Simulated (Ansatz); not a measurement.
TaN, space group P-6m2: an equation of state with a fit, run with the Python package of Ansatz (0.2.0).

`eos_tan.py`
```python
"""Equation of state of TaN."""

import ansatz as az
import numpy as np

VECTORS = np.array([
    [2.938, 0.0, 0.0],
    [-1.469, 2.544383, 0.0],
    [0.0, 0.0, 2.883],
])
SITES = [
    ("Ta", (1 / 3, 2 / 3, 0.5)),
    ("N", (0.0, 0.0, 0.0)),
]


def crystal_on(cell):
    crystal = az.Crystal(lattice=az.Lattice.of(cell))
    for symbol, position in SITES:
        crystal = crystal.atom(symbol, position)
    return crystal

# uniform scaling of the cell
volumes, energies = [], []
for scale in np.linspace(0.9, 1.1, 9):
    cell = VECTORS * scale ** (1 / 3)
    calculation = (
        crystal_on(cell).calculation()
        .pseudopotentials("paw")
        .functional("pbesol")
        .occupations("fermi_dirac", width=0.15)
        .basis(500)
        .kpoints(11, 11, 10)
    )
    report = calculation.run(threads=1).report
    volumes.append(abs(np.linalg.det(cell)) / len(SITES))
    energies.append(report["free_energy_ev"] / len(SITES))
    print(f"V = {volumes[-1]:8.4f} A^3/atom  F = {energies[-1]:.5f} eV/atom")

# third-order Birch-Murnaghan: a cubic in V^(-2/3)
x = np.array(volumes) ** (-2 / 3)
poly = np.polynomial.Polynomial.fit(x, energies, 3).convert()
roots = poly.deriv().roots()
x0 = min((r.real for r in roots if abs(r.imag) < 1e-9 and poly.deriv(2)(r.real) > 0), key=lambda r: abs(r - x.mean()))
v0 = x0 ** -1.5
b0 = 4 / 9 * poly.deriv(2)(x0) * v0 ** (-7 / 3) * 160.21766
b1 = 4 + 2 / 3 * x0 * poly.deriv(3)(x0) / poly.deriv(2)(x0)
print(f"V0 = {v0:.4f} A^3/atom, B0 = {b0:.1f} GPa, dB/dP = {b1:.2f}")
```

From its runs, with one value withheld:

| V (Å³/atom) | F less the lowest row shown (meV/atom) |
| --- | --- |
| 9.698 | 106.76 |
| 9.968 | 50.51 |
| 10.237 | 15.83 |
| 10.506 | 0.00 |
| 10.776 | 0.65 |
| 11.045 | 15.69 |
| 11.315 | 43.30 |
| 11.584 | 81.88 |
| 11.853 | ? |

What is the missing energy at 11.853 Å³ an atom?

A third-order Birch-Murnaghan fit, E = E0 + (9 V0 B0 / 16) [(t - 1)³ B' + (t - 1)² (6 - 4t)] with t = (V0/V)^(2/3), through the 8 rows shown gives V0 = 10.628 Å³, B0 = 362.8 GPa, B' = 4.32 and E0 = -1.61 meV. At V = 11.853 Å³, t = 0.92986, and the fit extrapolates to 130.11 meV. The run gave 130.03 meV, a miss of 0.08 meV.

What to keep in mind:
- No spin polarisation was allowed.
- Shape and fractional positions are held along the curve, so the bulk modulus is an upper value where they are free to relax.
- For a metal this k-point mesh is coarse: on a finer one energies can move by several to tens of meV an atom and pressures by half a GPa or more, differences at one mesh by less.
- Spin-orbit coupling, which matters for elements this heavy, is left out.
- The starting cell is as deposited in a crystallographic database; the results hold for this polymorph, which needn't be the stable one.
- Processor time in the engine: 18 s on 1 thread of Intel(R) Xeon(R) Processor @ 2.30GHz (shared host), peak memory 0.52 GiB.
